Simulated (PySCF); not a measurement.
# The bond of KHg+, level by level

The task here is to estimate one member of a computed series from the others.

Method: K def2-SVP, Hg def2-SVP with ECP60, scalar-relativistic core potentials; program: PySCF 2.14.0.

The first run:

Settings of the job:

```yaml
atoms: K, Hg
charge: 1
basis: K def2-SVP, Hg def2-SVP with ECP60
Hamiltonian: scalar-relativistic core potentials
basis_functions: 56
electrons_treated: 38
masses_in_u: 38.9637, 201.9706
levels: PBE0, PBE, r²SCAN, BP86, B2PLYP, M06-2X, HSE06, HF, MP2, SCS-MP2, CCSD, CCSD(T)
grid: 80 radial by 434 angular points
occupations: held fixed by the projection of orbital angular momentum
dissociation_limit: K+ + Hg, each in its ground configuration
starting_distance_in_angstrom: 3.420
values_of_2S_to_try: 0, 2
```

Run with:

```
$ OMP_NUM_THREADS=1 python dia.py task.json out
```

Among the steps run: The job; PBE0 along the bond; Excited determinants; PBE (GGA); r²SCAN (meta-GGA); BP86; B2PLYP; M06-2X; HSE06 (range-separated hybrid); RHF (mean field); MP2 and coupled cluster.

One of the session's tables, all rows but one given; the rest of the session is left out.

It belongs to the step «Constants by level of theory». 

```
      level  Re (Å)  ωe (cm⁻¹)  De (eV)
        RHF   3.817       53.5    0.163
    RHF-MP2   3.586       65.7    0.201
RHF-SCS-MP2   3.622       63.6    0.192
   RHF-CCSD   3.649       63.3    0.201
RHF-CCSD(T)       ?          ?        ?
        PBE   3.589       62.1    0.194
       BP86   3.640       55.7    0.152
     r²SCAN   3.570       62.6    0.192
       PBE0   3.594       61.8    0.190
      HSE06   3.589       62.3    0.191
     M06-2X   3.593       57.9    0.175
     B2PLYP   3.612       62.0    0.185
```

**Question.** Estimate the row for RHF-CCSD(T).

The run gave: Re (Å): 3.646; ωe (cm⁻¹): 63.6; De (eV): 0.203. In the column «Re (Å)» it lies between BP86 (3.640) and RHF-CCSD (3.649).

De is counted to K+ + Hg in their ground configurations.

To keep in mind: The bond is weak, and basis-set superposition, which was not computed, may be a sizeable part of it.
